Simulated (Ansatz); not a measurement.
# MgCd3Te2: one candidate of a structure search

Aim: relax a trial structure of MgCd3Te2 and see where it ends.

Method: DFT PBE, scalar-relativistic, plane waves, PAW, in Ansatz 0.2.0.

## Step 1: The structure to begin with

Symmetry: R-3m, No. 166, trigonal system. The conventional cell has a = 6.612 Å, b = 6.612 Å, c = 15.287 Å, α = 90.00°, β = 90.00°, γ = 120.00°. Around Mg (site symmetry -3m) lie 2 Te at 3.53 Å and 6 Cd at 3.84 Å. Cd (site symmetry 3m) has 1 Te at 1.96 Å and 1 Cd at 2.16 Å in its first shell of neighbours. Cd (site symmetry -3m) is surrounded by 2 Cd at 2.16 Å. Te (site symmetry 3m) has 1 Cd at 1.96 Å in its first shell of neighbours.

As a file:

```cif
data_structure
_symmetry_space_group_name_H-M 'R-3m:H'
_symmetry_Int_Tables_number 166
_cell_length_a 6.6120
_cell_length_b 6.6120
_cell_length_c 15.2866
_cell_angle_alpha 90.000
_cell_angle_beta 90.000
_cell_angle_gamma 120.000
_cell_volume 578.78
loop_
_atom_site_label
_atom_site_type_symbol
_atom_site_symmetry_multiplicity
_atom_site_Wyckoff_symbol
_atom_site_fract_x
_atom_site_fract_y
_atom_site_fract_z
_atom_site_occupancy
Mg1 Mg 3 a 0.00000 0.00000 0.00000 1
Cd1 Cd 6 c 0.33333 0.66667 0.30772 1
Cd2 Cd 3 b 0.33333 0.66667 0.16667 1
Te1 Te 6 c 0.33333 0.66667 0.43604 1
```

Recipe of the guess: random cell by space group and Wyckoff sites (R-3m, No. 166). Lengths come from tabulated atomic sizes and are only a guess.

## Step 2: A first look at the guess

input.yaml

```yaml
crystal:
  lattice:
    - [3.30600768, 1.90872443, 5.0955411]
    - [-3.30600768, 1.90872443, 5.0955411]
    - [0.0, -3.81744885, 5.0955411]
  atoms:
    - { symbol: Mg, position: [0.0, 0.0, 0.0] }
    - { symbol: Cd, position: [0.64105693, 0.64105693, 0.64105693] }
    - { symbol: Cd, position: [0.35894307, 0.35894307, 0.35894307] }
    - { symbol: Cd, position: [0.5, 0.5, 0.5] }
    - { symbol: Te, position: [0.76937827, 0.76937827, 0.76937827] }
    - { symbol: Te, position: [0.23062173, 0.23062173, 0.23062173] }
basis:
  ecutwfc: 420
kpoints:
  mp_grid: { grid: [3, 3, 3] }
hamiltonian:
  xc: pbe
scf:
  occupations: { method: gaussian, width: 0.1 }
  lower_state_search: "off"
output:
  forces: true
  stress: true
  eigenvalues: true
```

Launch:

```console
ansatz run input.yaml --threads 1 --pin off --max-ram 2560MiB --backend cpu --events-out ev --progress --plain --runs-dir out
```

The session goes on with these runs: rough relaxation on the coarse mesh; another rough relaxation; relaxation on the finer mesh.

Before running it: what results should come out? Wanted: conventional cell; volume; energy over the elements; gap on the mesh.

As calculated:

| quantity | value |
| --- | --- |
| symmetry at the end (tolerance 0.05 Å) | space group R-3m (No. 166) |
| conventional cell | a = 5.499 Å, b = 5.499 Å, c = 18.740 Å, α = 90.00°, β = 90.00°, γ = 120.00° |
| volume | 27.27 Å³/atom |
| energy over the elements | -0.01 eV/atom |
| gap on the mesh | none (metal) |

**Reading.** The space group R-3m (No. 166) is kept, and the volume per atom shrinks by 15.2 % from the first guess. The formation energy of this structure is too near zero to say whether it is bound against the elements. No finished test with a distortion of lower symmetry is shown, so the end may be a saddle point. Spin-orbit coupling is left out for Te. Where forces pass 15 eV/Å atoms stand far too close, the PAW spheres overlap strongly and those numbers are rough.

Counted by bands, a gap of 0.02 eV stays open on the mesh in one run that reads as metallic: the smearing reaches across it.
